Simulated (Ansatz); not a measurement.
# FH5OSi2: the cost of one run

All numbers below are computed with Ansatz 0.2.0 (RKS PBE-D4/6-31G*).

## Step 1: Starting point

Bond lengths: Si1–O2 1.880 Å, Si1–Si3 2.578 Å, O2–Si3 1.680 Å, Si3–H4 1.460 Å, Si3–H5 1.460 Å, Si3–H6 1.460 Å, Si1–H7 1.660 Å, Si1–F8 1.589 Å, Si1–H9 1.459 Å. Angles (14 of 21 angles, heavy atoms first): Si1–O2–Si3 92.6°, O2–Si1–Si3 40.6°, O2–Si1–F8 122.6°, Si3–Si1–F8 113.9°, Si1–Si3–O2 46.8°, O2–Si1–H7 45.4°, O2–Si1–H9 122.6°, Si3–Si1–H7 85.2°, Si3–Si1–H9 98.5°, H7–Si1–F8 121.8°, F8–Si1–H9 109.5°, Si1–Si3–H4 69.2°, Si1–Si3–H5 146.5°, Si1–Si3–H6 102.0°.

Structure file:

```xyz
9

Si    0.0000    0.0000    0.0000
O     1.0382    0.0000    1.5673
Si   -0.2765   -0.4067    2.5309
H    -1.2008   -1.2403    1.7677
H     0.1876   -1.1432    3.7029
H    -0.9605    0.8095    2.9606
H     1.6290    0.0000    0.3193
F    -0.7489    1.2974   -0.5295
H    -0.6877   -1.1914   -0.4862
```

## Step 2: A restrained relaxation towards end A

Springs on the bonds that form and break draw the guess towards this end; the thresholds are loose.

input.yaml reads:

```yaml
crystal:
  periodic: [false, false, false]
  atoms:
    - { symbol: Si, position_ang: [0.0, 0.0, 0.0] }
    - { symbol: O, position_ang: [1.0382, 0.0, 1.5673] }
    - { symbol: Si, position_ang: [-0.2765, -0.4067, 2.5309] }
    - { symbol: H, position_ang: [-1.2008, -1.2403, 1.7677] }
    - { symbol: H, position_ang: [0.1876, -1.1432, 3.7029] }
    - { symbol: H, position_ang: [-0.9605, 0.8095, 2.9606] }
    - { symbol: H, position_ang: [1.629, 0.0, 0.3193] }
    - { symbol: F, position_ang: [-0.7489, 1.2974, -0.5295] }
    - { symbol: H, position_ang: [-0.6877, -1.1914, -0.4862] }
basis:
  gaussian: { orbitals: "6-31G*" }
hamiltonian:
  xc: pbe
  dispersion: d4
relax:
  f_tol: 0.15
  max_steps: 25
  restrain:
    - { distance: [1, 6], at: 2.21, k: 30.0 }
    - { distance: [0, 1], at: 1.68, k: 30.0 }
    - { distance: [0, 6], at: 1.46, k: 30.0 }
```

On the command line:

```console
$ ansatz run input.yaml --threads 1 --pin off --max-ram 2048MiB --backend cpu --events-out ev --progress --plain --runs-dir out
```

What time and memory should one allow on 1 thread of Arm Neoverse V2, shared host?

About 17 s, with a peak of 0.14 GiB.
